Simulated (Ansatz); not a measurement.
Relaxation of a periodic cell of 23 atoms, Si8O15 (host SiO2, host structure P4_2/mnm, one O atom removed), cell charge -2, to a largest force component of 0.03 eV/Å in at most 60 steps.

Theory: Ansatz, DFT PBE-D3(BJ), scalar-relativistic, plane waves, PAW. Settings: PAW set soft_1, cutoff 420 eV, k mesh 2x2x2, gaussian smearing 0.02 eV, no spin polarisation.

```xyz
23
Lattice="-4.1246 -4.1246 0.0000 4.1246 -4.1246 0.0000 0.0000 0.0000 5.2948" Properties=species:S:1:pos:R:3:forces:R:3
Si 0.000 -4.125 0.000 0.08 -0.08 -0.15
Si 2.062 -2.062 1.324 2.20 -2.20 0.00
O 1.261 -2.864 0.000 -1.48 -0.67 -1.51
O -1.261 -5.385 0.000 0.67 1.48 -1.51
O 4.926 -4.926 1.324 2.18 -2.18 0.00
Si 0.000 -4.125 2.647 0.08 -0.08 0.15
Si 2.062 -2.062 3.971 0.81 -0.81 0.00
O 1.261 -2.864 2.647 -1.48 -0.67 1.51
O 0.801 -0.801 3.971 0.28 -0.28 0.00
O -1.261 -5.385 2.647 0.67 1.48 1.51
O 3.323 -3.323 3.971 -0.31 0.31 0.00
Si 0.000 0.000 0.000 -2.32 2.32 2.86
Si -2.062 -2.062 1.324 -0.13 0.13 0.00
O -2.864 -2.864 0.000 0.93 0.43 -0.45
O 0.801 -4.926 1.324 0.16 -0.16 0.00
O -1.261 -1.261 0.000 -0.43 -0.93 -0.45
O -0.801 -3.323 1.324 -0.18 0.18 0.00
Si 0.000 0.000 2.647 -2.32 2.32 -2.86
Si -2.062 -2.062 3.971 -0.07 0.07 0.00
O -2.864 -2.864 2.647 0.93 0.43 0.45
O 0.801 -4.926 3.971 0.24 -0.24 0.00
O -1.261 -1.261 2.647 -0.43 -0.93 0.45
O -0.801 -3.323 3.971 -0.09 0.09 0.00
```

**Question.** Where does it end, and by what steps?

**Answer.** The run converged. Limits of this set-up: coarse k mesh, charged cell in a uniform background, uncorrected. After 9 steps the energy has fallen by 2.157 eV; Si2 moved furthest, 0.25 Å.

```json
{"step": "0", "energy less start (eV)": "0.0000", "largest force component (eV/Å)": "2.857", "accepted": "yes"}
{"step": "1", "energy less start (eV)": "-0.9558", "largest force component (eV/Å)": "2.164", "accepted": "yes"}
{"step": "2", "energy less start (eV)": "-1.8087", "largest force component (eV/Å)": "1.361", "accepted": "yes"}
{"step": "3", "energy less start (eV)": "-2.0932", "largest force component (eV/Å)": "0.369", "accepted": "yes"}
{"step": "4", "energy less start (eV)": "-2.1343", "largest force component (eV/Å)": "0.254", "accepted": "yes"}
{"step": "5", "energy less start (eV)": "-2.1411", "largest force component (eV/Å)": "0.404", "accepted": "yes"}
{"step": "6", "energy less start (eV)": "-2.1495", "largest force component (eV/Å)": "0.280", "accepted": "yes"}
{"step": "7", "energy less start (eV)": "-2.1568", "largest force component (eV/Å)": "0.057", "accepted": "yes"}
{"step": "8", "energy less start (eV)": "-2.1573", "largest force component (eV/Å)": "0.040", "accepted": "yes"}
{"step": "9", "energy less start (eV)": "-2.1574", "largest force component (eV/Å)": "0.005", "accepted": "yes"}
```

```xyz
23
Lattice="-4.1246 -4.1246 0.0000 4.1246 -4.1246 0.0000 0.0000 0.0000 5.2948" Properties=species:S:1:pos:R:3
Si -0.016 -4.109 -0.017
Si 2.239 -2.239 1.324
O 1.192 -2.897 -0.083
O -1.228 -5.317 -0.083
O 5.100 -5.100 1.324
Si -0.016 -4.109 2.664
Si 2.041 -2.041 3.971
O 1.192 -2.897 2.731
O 0.775 -0.775 3.971
O -1.228 -5.317 2.731
O 3.305 -3.305 3.971
Si -0.022 0.022 0.129
Si -2.071 -2.053 1.324
O -2.868 -2.839 0.015
O 0.789 -4.914 1.324
O -1.286 -1.256 0.015
O -0.817 -3.308 1.324
Si -0.022 0.022 2.518
Si -2.080 -2.045 3.971
O -2.868 -2.839 2.632
O 0.815 -4.939 3.971
O -1.286 -1.256 2.632
O -0.841 -3.283 3.971
```

The run took 47 s on 1 thread of Arm Neoverse V2, with other jobs on the host, peak memory 0.44 GiB.
